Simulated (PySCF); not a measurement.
**CH4F2Ge: NMR shifts, electronic excitations and K edges in gas and solvents**

Aim: compute the NMR shifts, electronic excitations and K edges of CH4F2Ge (`F[CH](F)[GeH3]`), and see what a dielectric continuum does where one was used.

The runs use PySCF 2.14.0, with density-fitted response routines of our own; the level of theory stands in each step. All values are computed, except where a source is named. Atoms count from 0, in the outputs and in this text.

## 1. Starting geometry

8 atoms, charge 0, multiplicity 1; geometry from: GFN2-xTB.

Bonds of the start (Å): F0–C1 1.36, C1–F2 1.36, C1–Ge3 2.00, C1–H4 1.10, Ge3–H5 1.49, Ge3–H6 1.49, Ge3–H7 1.49.

## 2. Geometry optimisation at PBE0-D3(BJ)/def2-SVP

What the job is given:

```
{"job": {"xc": "PBE0", "basis": "def2-SVP", "d3": "d3bj", "grid": 1, "kind": "geom"}, "charge": 0, "multiplicity": 1}
F     -1.397017     1.050775    -0.790920
C     -0.996950     0.037933     0.024262
F     -1.469019    -1.111967    -0.528446
Ge     0.998631    -0.023723     0.065573
H     -1.512425     0.171428     0.985042
H      1.415848    -1.170122     0.921414
H      1.497623     1.261779     0.630313
H      1.472365    -0.206692    -1.331803
```

The log of the run:

```text
step   0  E = -2316.22935801  max force = 0.018869
step   1  E = -2316.23176850  max force = 0.003881
step   2  E = -2316.23195337  max force = 0.000982
step   3  E = -2316.23195790  max force = 0.000257
optimisation converged
```

Wall time 13 s (1 thread, shared host).

Along the way:

| step | energy from step 0 (eV) | largest force component (eV/Å) |
| --- | --- | --- |
| 0 | 0.0000 | 0.9703 |
| 1 | -0.0656 | 0.1996 |
| 2 | -0.0706 | 0.0505 |
| 3 | -0.0707 | 0.0132 |

Close pairs (by a distance rule), those that changed most:

| bond | before (Å) | after (Å) | change (Å) |
| --- | --- | --- | --- |
| Ge3–H7 | 1.487 | 1.534 | +0.047 |
| Ge3–H5 | 1.490 | 1.536 | +0.046 |
| Ge3–H6 | 1.490 | 1.536 | +0.046 |
| C1–Ge3 | 1.997 | 1.989 | -0.008 |
| C1–H4 | 1.098 | 1.106 | +0.007 |
| F0–C1 | 1.360 | 1.356 | -0.004 |
| C1–F2 | 1.360 | 1.356 | -0.004 |

The end geometry stands in the next job.

| at the end point | value |
| --- | --- |
| point group (found at 0.08 Å tolerance) | Cs |
| rotational constants (GHz, main isotopes) | 8.850, 2.683, 2.203 |
| dipole moment (D) | 1.71 |

## 3. Shielding tensors: PBE0/pcSseg-1 in chloroform

What the job is given:

```
{"job": {"kind": "nmr", "xc": "PBE0", "basis": "pcSseg-1", "solvent": "chloroform", "pop": true}, "charge": 0, "multiplicity": 1}
F     -1.718246     1.254871    -0.821640
C     -1.321990     0.231103    -0.025554
F     -1.757776    -0.928182    -0.578730
Ge     0.663573     0.200246     0.081554
H     -1.821633     0.349543     0.953494
H      1.089437    -0.973456     0.976901
H      1.152543     1.529147     0.677302
H      1.202289     0.016177    -1.342709
```

Method: GIAO PBE0/pcSseg-1 NMR shielding, non-relativistic, IEF-PCM chloroform.

The log of the run:

```text
coarse grid: 33088 points
cycle   1  E = -2316.3473240384  dE = -3.843e-01  |g| = 1.012e+00  |ddm| = 2.484e+00
cycle   2  E = -2316.2757450084  dE =  7.158e-02  |g| = 1.183e+00  |ddm| = 9.205e-01
cycle   3  E = -2316.4357314497  dE = -1.600e-01  |g| = 1.365e-01  |ddm| = 5.955e-01
cycle   4  E = -2316.4382359211  dE = -2.504e-03  |g| = 5.054e-02  |ddm| = 7.195e-02
cycle   5  E = -2316.4384862194  dE = -2.503e-04  |g| = 4.015e-03  |ddm| = 2.459e-02
cycle   6  E = -2316.4384885661  dE = -2.347e-06  |g| = 9.559e-04  |ddm| = 4.060e-03
final grid: 68944 points
cycle   7  E = -2316.4385307283  dE = -2.662e-09  |g| = 9.931e-04  |ddm| = 1.692e-03
cycle   8  E = -2316.4385306690  dE =  5.930e-08  |g| = 1.164e-03  |ddm| = 1.667e-03
cycle   9  E = -2316.4385309444  dE = -2.754e-07  |g| = 1.199e-04  |ddm| = 8.487e-04
cycle  10  E = -2316.4385309461  dE = -1.668e-09  |g| = 1.639e-05  |ddm| = 5.795e-05
cycle  11  E = -2316.4385309461  dE = -2.819e-11  |g| = 2.915e-06  |ddm| = 8.280e-06
converged SCF energy = -2316.4385309461

GIAO shielding tensors (ppm)
atom      isotropic    diamagn.    paramagn.     s11        s22        s33       span
  0 F      320.104     473.310    -153.206    193.394    315.095    451.823    258.429
  1 C       58.947     244.314    -185.367     34.947     66.436     75.458     40.511
  2 F      319.973     474.083    -154.110    193.214    315.346    451.360    258.146
  3 Ge    1567.465    2755.751   -1188.286   1523.389   1536.833   1642.173    118.784
  4 H       24.676      27.676      -3.000     22.521     23.743     27.764      5.243
  5 H       27.200      27.907      -0.707     21.287     22.326     37.987     16.700
  6 H       27.197      27.754      -0.557     21.280     22.312     37.997     16.717
  7 H       27.232      27.805      -0.573     21.507     22.669     37.519     16.013
```

Run time: 9.1 s. Hardware: 1 thread, shared host.

Shifts follow as δ = σ(reference) − σ, with reference shieldings (ppm) from runs at the same level and on the same kind of geometry: ¹H TMS 31.25, ¹³C TMS 185.2, ¹⁹F CFCl3 179.6, ⁷³Ge GeMe4 1330. The references are single molecules in the same continuum, so shifts against H2O, NH3, PH3, H3PO4 or CFCl3 are not on the usual liquid scales and can be off by tens of ppm. Atoms listed in one row are averaged.

| atoms | environment | σ (ppm) | δ (ppm) |
| --- | --- | --- | --- |
| C1 | sp3 CH bonded to 2 F and Ge | 58.9 | 126.2 |
| H4 | hydrogen on an sp3 CH bonded to 2 F and Ge | 24.68 | 6.57 |
| H5, H6, H7 | hydrogen on a germanium bonded to C | 27.21 | 4.04 |
| F0, F2 | fluorine of a CF2 group | 320.0 | -140.4 |
| Ge3 | germanium bonded to C, 3 H | 1567 | -238 |

Charges from the same density, by scheme (e):

| atoms | Mulliken | IAO | Hirshfeld | ESP fit |
| --- | --- | --- | --- | --- |
| F0, F2 | -0.31 | -0.30 | -0.12 | -0.21 |
| C1 | 0.27 | 0.21 | 0.07 | 0.24 |
| Ge3 | 0.20 | 0.46 | 0.30 | 0.17 |

Mayer bond orders: F0–C1 0.91, C1–F2 0.91, C1–Ge3 0.86.

## 4. NMR shieldings: PBE0/pcSseg-1 in dimethylsulfoxide

Settings changed since step 3:

```diff
@@ -1,2 +1,2 @@
-{"job": {"kind": "nmr", "xc": "PBE0", "basis": "pcSseg-1", "solvent": "chloroform", "pop": true}, "charge": 0, "multiplicity": 1}
+{"job": {"kind": "nmr", "xc": "PBE0", "basis": "pcSseg-1", "solvent": "dimethylsulfoxide", "pop": false}, "charge": 0, "multiplicity": 1}
 F     -1.718246     1.254871    -0.821640
```

With the program's defaults for keys left out, this is: GIAO PBE0/pcSseg-1 NMR shielding, non-relativistic, IEF-PCM dimethylsulfoxide.

The log of the run:

```text
coarse grid: 33088 points
cycle   1  E = -2316.3493328703  dE = -3.863e-01  |g| = 1.010e+00  |ddm| = 2.484e+00
cycle   2  E = -2316.2805761352  dE =  6.876e-02  |g| = 1.173e+00  |ddm| = 9.106e-01
cycle   3  E = -2316.4370111813  dE = -1.564e-01  |g| = 1.335e-01  |ddm| = 5.868e-01
cycle   4  E = -2316.4393962040  dE = -2.385e-03  |g| = 4.997e-02  |ddm| = 7.013e-02
cycle   5  E = -2316.4396406325  dE = -2.444e-04  |g| = 3.876e-03  |ddm| = 2.419e-02
cycle   6  E = -2316.4396427835  dE = -2.151e-06  |g| = 9.468e-04  |ddm| = 3.898e-03
final grid: 68944 points
cycle   7  E = -2316.4396849380  dE = -3.585e-09  |g| = 9.824e-04  |ddm| = 1.672e-03
cycle   8  E = -2316.4396848827  dE =  5.532e-08  |g| = 1.145e-03  |ddm| = 1.615e-03
cycle   9  E = -2316.4396851486  dE = -2.659e-07  |g| = 1.204e-04  |ddm| = 8.231e-04
cycle  10  E = -2316.4396851503  dE = -1.686e-09  |g| = 1.493e-05  |ddm| = 5.693e-05
cycle  11  E = -2316.4396851503  dE = -2.592e-11  |g| = 2.954e-06  |ddm| = 7.703e-06
converged SCF energy = -2316.4396851503

GIAO shielding tensors (ppm)
atom      isotropic    diamagn.    paramagn.     s11        s22        s33       span
  0 F      321.951     473.515    -151.564    195.241    316.429    454.183    258.942
  1 C       58.536     244.506    -185.970     34.760     66.181     74.667     39.906
  2 F      321.820     474.292    -152.472    195.067    316.678    453.714    258.648
  3 Ge    1566.992    2755.716   -1188.723   1523.349   1535.515   1642.113    118.764
  4 H       24.588      27.559      -2.972     22.447     23.625     27.691      5.244
  5 H       27.176      27.874      -0.698     21.260     22.298     37.970     16.709
  6 H       27.173      27.720      -0.547     21.254     22.285     37.980     16.727
  7 H       27.252      27.824      -0.572     21.526     22.697     37.533     16.006
```

Wall time 7.4 s (1 thread, shared host).

Key values: δ C1 126.9, F0 -141.3, Ge3 -238, H4 6.65, H5 4.04 ppm (means over like atoms).

## 5. TDDFT and polarisability: CAM-B3LYP/def2-SVPD

Settings changed since step 4:

```diff
@@ -1,2 +1,2 @@
-{"job": {"kind": "nmr", "xc": "PBE0", "basis": "pcSseg-1", "solvent": "dimethylsulfoxide", "pop": false}, "charge": 0, "multiplicity": 1}
+{"job": {"kind": "uv", "xc": "CAM-B3LYP", "basis": "def2-SVPD", "dynamic": true, "nstates": 6, "ntriplets": 0}, "charge": 0, "multiplicity": 1}
 F     -1.718246     1.254871    -0.821640
```

Method: TDDFT CAM-B3LYP/def2-SVPD, vertical, gas phase, core orbitals frozen in the response.

The log of the run:

```text
coarse grid: 33088 points
cycle   1  E = -2316.7148381070  dE = -3.313e-01  |g| = 7.325e-01  |ddm| = 2.915e+00
cycle   2  E = -2316.6802550938  dE =  3.458e-02  |g| = 9.053e-01  |ddm| = 1.077e+00
cycle   3  E = -2316.8021958110  dE = -1.219e-01  |g| = 6.208e-02  |ddm| = 5.963e-01
cycle   4  E = -2316.8026745825  dE = -4.788e-04  |g| = 2.580e-02  |ddm| = 6.982e-02
cycle   5  E = -2316.8027586194  dE = -8.404e-05  |g| = 3.581e-03  |ddm| = 2.240e-02
cycle   6  E = -2316.8027610243  dE = -2.405e-06  |g| = 9.522e-04  |ddm| = 7.580e-03
final grid: 68944 points
cycle   7  E = -2316.8027924166  dE = -1.155e-07  |g| = 8.210e-04  |ddm| = 2.141e-03
cycle   8  E = -2316.8027924424  dE = -2.584e-08  |g| = 7.872e-04  |ddm| = 1.517e-03
cycle   9  E = -2316.8027925539  dE = -1.115e-07  |g| = 4.593e-05  |ddm| = 6.854e-04
cycle  10  E = -2316.8027925543  dE = -3.747e-10  |g| = 1.343e-05  |ddm| = 4.777e-05
converged SCF energy = -2316.8027925543

Static polarisability (au): isotropic 47.054, principal 44.507 45.587 51.069

Singlet excitations
state   eV       nm        f      main configurations
  1   7.8620    157.7   0.02951   H->L 0.58, H->L+1 0.38
  2   8.2656    150.0   0.02590   H->L+2 0.71, H->L 0.14
  3   8.3139    149.1   0.00315   H->L+3 0.83
  4   8.5837    144.4   0.24904   H->L+1 0.44, H->L 0.25, H->L+2 0.20
  5   9.0147    137.5   0.03794   H-1->L+1 0.47, H-1->L 0.32, H-1->L+2 0.12
  6   9.0409    137.1   0.00990   H-2->L+1 0.69, H-2->L 0.15
```

Wall time 14 s (1 thread, shared host).

The orbitals next to the gap, with their largest atomic shares:

| orbital | eV | atoms |
| --- | --- | --- |
| HOMO−3 | -13.15 | F0 32 %, F2 32 %, C1 18 % |
| HOMO−2 | -11.41 | Ge3 43 %, H7 32 %, H5 11 % |
| HOMO−1 | -11.40 | Ge3 42 %, H6 25 %, H5 24 % |
| HOMO | -10.06 | C1 28 %, Ge3 20 %, F0 18 % |
| LUMO | 0.87 | Ge3 56 %, H5 10 %, H6 10 % |
| LUMO+1 | 1.15 | Ge3 35 %, C1 19 %, H7 12 % |
| LUMO+2 | 1.71 | Ge3 49 %, H6 9 %, H5 9 % |

With each of the 6 states as a Gaussian band of 0.4 eV half-width at 1/e, the curve within the window shown has maxima at 145 nm (ε 11,000) L/(mol cm). Beyond the last state computed it falls off for lack of states. The curve at chosen wavelengths:

(nm, ε (L/mol/cm)): (133, 1299), (134, 1835), (136, 3310), (137, 4264), (139, 6552), (140, 7793), (142, 10034), (143, 10823), (145, 11336), (146, 11018), (148, 9466), (149, 8414), (151, 6242), (152, 5265), (154, 3708), (155, 3131), (157, 2295), (158, 1990), (160, 1505), (161, 1300), (163, 939), (164, 780), (166, 511), (167, 403), (169, 236), (170, 175)

Ground-state properties from the same run:

| property | computed |
| --- | --- |
| dipole moment (D) | 1.99 |
| polarisability (Å³) | 6.97 |
| HOMO–LUMO gap (eV) | 10.92 |
| −ε(HOMO) (eV) | 10.06 |
| C6 with itself (au) | 878 |

## 6. Ultraviolet spectrum: CAM-B3LYP/def2-SVPD in chloroform

Settings changed since step 5:

```diff
@@ -1,2 +1,2 @@
-{"job": {"kind": "uv", "xc": "CAM-B3LYP", "basis": "def2-SVPD", "dynamic": true, "nstates": 6, "ntriplets": 0}, "charge": 0, "multiplicity": 1}
+{"job": {"kind": "uv", "xc": "CAM-B3LYP", "basis": "def2-SVPD", "solvent": "chloroform", "nstates": 6, "ntriplets": 0}, "charge": 0, "multiplicity": 1}
 F     -1.718246     1.254871    -0.821640
```

With the program's defaults for keys left out, this is: TDDFT CAM-B3LYP/def2-SVPD, vertical, IEF-PCM chloroform (non-equilibrium linear response), core orbitals frozen in the response.

The log of the run:

```text
coarse grid: 33088 points
cycle   1  E = -2316.7207471034  dE = -3.370e-01  |g| = 7.239e-01  |ddm| = 2.915e+00
cycle   2  E = -2316.6918040043  dE =  2.894e-02  |g| = 8.772e-01  |ddm| = 1.059e+00
cycle   3  E = -2316.8054812264  dE = -1.137e-01  |g| = 5.940e-02  |ddm| = 5.824e-01
cycle   4  E = -2316.8059307503  dE = -4.495e-04  |g| = 2.507e-02  |ddm| = 6.873e-02
cycle   5  E = -2316.8060113660  dE = -8.062e-05  |g| = 3.493e-03  |ddm| = 2.225e-02
cycle   6  E = -2316.8060136220  dE = -2.256e-06  |g| = 1.037e-03  |ddm| = 7.548e-03
final grid: 68944 points
cycle   7  E = -2316.8060450923  dE = -1.248e-07  |g| = 8.955e-04  |ddm| = 2.297e-03
cycle   8  E = -2316.8060451233  dE = -3.108e-08  |g| = 8.573e-04  |ddm| = 1.640e-03
cycle   9  E = -2316.8060452496  dE = -1.262e-07  |g| = 5.695e-05  |ddm| = 7.416e-04
cycle  10  E = -2316.8060452501  dE = -5.020e-10  |g| = 1.289e-05  |ddm| = 4.948e-05
converged SCF energy = -2316.8060452501

Static polarisability (au): isotropic 56.563, principal 54.289 55.493 59.906

Singlet excitations
state   eV       nm        f      main configurations
  1   7.8727    157.5   0.03780   H->L 0.57, H->L+1 0.37
  2   8.3026    149.3   0.00460   H->L+3 0.85
  3   8.3565    148.4   0.05414   H->L+2 0.55, H->L 0.24, H->L+1 0.14
  4   8.6220    143.8   0.31538   H->L+1 0.40, H->L+2 0.33, H->L 0.17
  5   8.9672    138.3   0.11979   H-1->L 0.50, H-1->L+1 0.25, H-1->L+2 0.12
  6   8.9765    138.1   0.06776   H-2->L+1 0.43, H-2->L 0.37, H-2->L+4 0.09
```

Wall time 12 s (1 thread, shared host).

Key values: HOMO -9.93 eV, LUMO 1.05 eV; lowest singlet 7.87 eV.

## 7. Ultraviolet spectrum: CAM-B3LYP/def2-SVPD in dimethylsulfoxide

Settings changed since step 6:

```diff
@@ -1,2 +1,2 @@
-{"job": {"kind": "uv", "xc": "CAM-B3LYP", "basis": "def2-SVPD", "solvent": "chloroform", "nstates": 6, "ntriplets": 0}, "charge": 0, "multiplicity": 1}
+{"job": {"kind": "uv", "xc": "CAM-B3LYP", "basis": "def2-SVPD", "solvent": "dimethylsulfoxide", "nstates": 6, "ntriplets": 0}, "charge": 0, "multiplicity": 1}
 F     -1.718246     1.254871    -0.821640
```

Method: TDDFT CAM-B3LYP/def2-SVPD, vertical, IEF-PCM dimethylsulfoxide (non-equilibrium linear response), core orbitals frozen in the response.

The log of the run:

```text
coarse grid: 33088 points
cycle   1  E = -2316.7228548838  dE = -3.390e-01  |g| = 7.211e-01  |ddm| = 2.915e+00
cycle   2  E = -2316.6957401178  dE =  2.711e-02  |g| = 8.681e-01  |ddm| = 1.055e+00
cycle   3  E = -2316.8067744420  dE = -1.110e-01  |g| = 5.878e-02  |ddm| = 5.787e-01
cycle   4  E = -2316.8072193634  dE = -4.449e-04  |g| = 2.479e-02  |ddm| = 6.852e-02
cycle   5  E = -2316.8072989362  dE = -7.957e-05  |g| = 3.516e-03  |ddm| = 2.225e-02
cycle   6  E = -2316.8073012075  dE = -2.271e-06  |g| = 1.064e-03  |ddm| = 7.573e-03
final grid: 68944 points
cycle   7  E = -2316.8073327231  dE = -1.306e-07  |g| = 9.163e-04  |ddm| = 2.358e-03
cycle   8  E = -2316.8073327554  dE = -3.229e-08  |g| = 8.802e-04  |ddm| = 1.676e-03
cycle   9  E = -2316.8073328862  dE = -1.308e-07  |g| = 6.133e-05  |ddm| = 7.588e-04
cycle  10  E = -2316.8073328868  dE = -6.012e-10  |g| = 1.319e-05  |ddm| = 5.129e-05
converged SCF energy = -2316.8073328868

Static polarisability (au): isotropic 61.061, principal 59.274 60.368 63.540

Singlet excitations
state   eV       nm        f      main configurations
  1   7.8716    157.5   0.03313   H->L 0.59, H->L+1 0.35
  2   8.2986    149.4   0.00426   H->L+3 0.86
  3   8.3970    147.7   0.06672   H->L+2 0.49, H->L 0.25, H->L+1 0.18
  4   8.6598    143.2   0.31541   H->L+1 0.38, H->L+2 0.37, H->L 0.13
  5   8.9626    138.3   0.12221   H-1->L 0.39, H-2->L 0.14, H-1->L+1 0.14
  6   8.9667    138.3   0.10296   H-2->L 0.31, H-2->L+1 0.24, H-1->L 0.18
```

Run time: 11 s. Hardware: 1 thread, shared host.

This run: HOMO -9.90 eV, LUMO 1.09 eV; lowest singlet 7.87 eV.

## 8. Core excitations: BHandHLYP/def2-SVPD+aug-pcX-1+pcseg-1

Settings changed since step 7:

```diff
@@ -1,2 +1,2 @@
-{"job": {"kind": "uv", "xc": "CAM-B3LYP", "basis": "def2-SVPD", "solvent": "dimethylsulfoxide", "nstates": 6, "ntriplets": 0}, "charge": 0, "multiplicity": 1}
+{"job": {"kind": "xas", "xc": "BHandHLYP", "basis": {"default": "aug-pcX-1", "H": "pcseg-1", "Ge": "def2-SVPD"}}, "charge": 0, "multiplicity": 1}
 F     -1.718246     1.254871    -0.821640
```

With the program's defaults for keys left out, this is: core-valence-separated TDA BHandHLYP/aug-pcX-1 H:pcseg-1 Ge:def2-SVPD, K edges, non-relativistic, gas phase.

The log of the run:

```text
coarse grid: 33088 points
cycle   1  E = -2316.6834662961  dE = -3.595e-01  |g| = 6.877e-01  |ddm| = 2.534e+00
cycle   2  E = -2316.6726905327  dE =  1.078e-02  |g| = 7.906e-01  |ddm| = 7.560e-01
cycle   3  E = -2316.7620857109  dE = -8.940e-02  |g| = 4.517e-02  |ddm| = 3.795e-01
cycle   4  E = -2316.7623586823  dE = -2.730e-04  |g| = 2.356e-02  |ddm| = 5.147e-02
cycle   5  E = -2316.7624264818  dE = -6.780e-05  |g| = 3.406e-03  |ddm| = 1.787e-02
cycle   6  E = -2316.7624285227  dE = -2.041e-06  |g| = 6.041e-04  |ddm| = 3.915e-03
final grid: 68944 points
cycle   7  E = -2316.7624465692  dE = -9.331e-08  |g| = 4.374e-04  |ddm| = 1.275e-03
cycle   8  E = -2316.7624465818  dE = -1.266e-08  |g| = 3.836e-04  |ddm| = 5.838e-04
cycle   9  E = -2316.7624466040  dE = -2.220e-08  |g| = 2.474e-05  |ddm| = 2.724e-04
cycle  10  E = -2316.7624466042  dE = -1.810e-10  |g| = 1.634e-05  |ddm| = 3.890e-05
converged SCF energy = -2316.7624466042

C K edge
   eV          f      from atoms
  288.815   0.06514   C1
  288.901   0.05413   C1
  289.683   0.05022   C1
  290.210   0.00199   C1
  291.259   0.00187   C1
  291.989   0.00071   C1
  292.221   0.00180   C1
  292.235   0.01453   C1

F K edge
   eV          f      from atoms
  686.000   0.02693   F2
  686.009   0.02729   F0
  687.016   0.00490   F2 F0
  687.019   0.00802   F0 F2
  687.498   0.01037   F0
  687.502   0.00749   F2
  687.933   0.00107   F2
  687.938   0.00261   F0
  688.094   0.00227   F0 F2
  688.097   0.00243   F2 F0
  688.408   0.00992   F2 F0
  688.410   0.00679   F0 F2
```

Run time: 7.4 s. Hardware: 1 thread, shared host.

## 9. Comparing the runs: NMR shifts

Shifts (ppm), means over like atoms, with basis size and wall time:

| run | C1 | H4 | H5 | F0 | Ge3 | functions | time |
| --- | --- | --- | --- | --- | --- | --- | --- |
| PBE0/pcSseg-1 in chloroform | 126.2 | 6.57 | 4.04 | -140.4 | -238 | 112 | 9.1 s |
| PBE0/pcSseg-1 in dimethylsulfoxide | 126.9 | 6.65 | 4.04 | -141.3 | -238 | 112 | 7.4 s |

The continuum's effect on the ground state:

| solvent | ε | polarisation energy (Eh) | μ (D) |
| --- | --- | --- | --- |
| chloroform | 4.71 | -0.0033 | 2.13 |
| dimethylsulfoxide | 46.83 | -0.0047 | 2.25 |

## 10. Run by run: electronic excitations

Excitations and ground-state properties, with basis size and wall time:

| run | lowest singlet (eV) | brightest (eV) | f | gap (eV) | α (Å³) | μ (D) | functions | time |
| --- | --- | --- | --- | --- | --- | --- | --- | --- |
| CAM-B3LYP/def2-SVPD | 7.86 | 8.58 | 0.249 | 10.92 | 6.97 | 1.99 | 136 | 14 s |
| CAM-B3LYP/def2-SVPD in chloroform | 7.87 | 8.62 | 0.315 | 10.98 | 8.38 | 2.35 | 136 | 12 s |
| CAM-B3LYP/def2-SVPD in dimethylsulfoxide | 7.87 | 8.66 | 0.315 | 10.99 | 9.05 | 2.50 | 136 | 11 s |

The continuum's effect on the ground state:

| solvent | ε | polarisation energy (Eh) | μ (D) |
| --- | --- | --- | --- |
| chloroform | 4.71 | -0.0036 | 2.35 |
| dimethylsulfoxide | 46.83 | -0.0053 | 2.50 |

## 11. Outcome

| quantity | value |
| --- | --- |
| point group | Cs |
| rotational constants (main isotopes) | 8.85, 2.68, 2.20 GHz |
| ¹³C shifts against TMS (PBE0/pcSseg-1, chloroform) | 126.2 ppm |
| ¹H shifts against TMS (PBE0/pcSseg-1, chloroform, means over atoms taken as alike) | 6.57, 4.04 ppm |
| ¹⁹F shifts against CFCl3 (PBE0/pcSseg-1, chloroform, means over atoms taken as alike) | -140.4 ppm |
| ⁷³Ge shifts against GeMe4 (PBE0/pcSseg-1, chloroform) | -238 ppm |
| lowest singlet (CAM-B3LYP/def2-SVPD) | 7.86 eV (158 nm), f = 0.030 |
| brightest single state of those computed | state 4, 8.58 eV, f = 0.249 |
| C K edge | first line 288.81 eV, strongest 288.81 eV (f = 0.065) |
| F K edge | first line 686.00 eV, strongest 686.01 eV (f = 0.027) |
| range of the shift of F0 | -141.3 to -140.4 ppm |
| range of the lowest singlet | 7.86 to 7.87 eV |

**Reading.** Relaxing lowered the energy by 0.071 eV in 3 steps; the close pair that moved most is Ge3–H7, from 1.487 to 1.534 Å. No frequency check was run at this level, so the end point may be a saddle. H4 (hydrogen on an sp3 CH bonded to 2 F and Ge) lies farthest downfield among hydrogen, at 6.57 ppm; its carbon carries F, which withdraws density. At PBE0/pcSseg-1: The widest tensor belongs to F0, F2: span 258 ppm, with a paramagnetic part of -154 ppm. The first singlet state (HOMO→LUMO 0.58, HOMO→LUMO+1 0.38) lies at 7.86 eV and is weak; of the 6 states computed, the strongest absorption comes from state 4 at 8.58 eV. At the C edge the strongest single line lifts a 1s electron of C1 into several orbitals, led by LUMO+3 (weight 0.39), and it is the first line. At the F edge the strongest single line lifts a 1s electron of F0 into several orbitals, led by LUMO+3 (weight 0.28), 0.0 eV above the first line. Absolute edge energies from this method are off by several eV; spacings are better. Across the 2 runs the shift of F0 (with its like atoms) moves most, between -141.3 (PBE0/pcSseg-1 in dimethylsulfoxide) and -140.4 ppm (PBE0/pcSseg-1 in chloroform). The continuum holds electrostatics alone: no hydrogen bonds to the solvent, and the gas-phase geometry is kept. The lowest singlet runs from 7.86 eV (CAM-B3LYP/def2-SVPD) to 7.87 eV (CAM-B3LYP/def2-SVPD in chloroform), while the orbital gap spans 10.92 to 10.99 eV. The lowest state need not be the same one in every run. Spin-orbit coupling is left out, which matters for shieldings and couplings at and beside the heavy atoms.
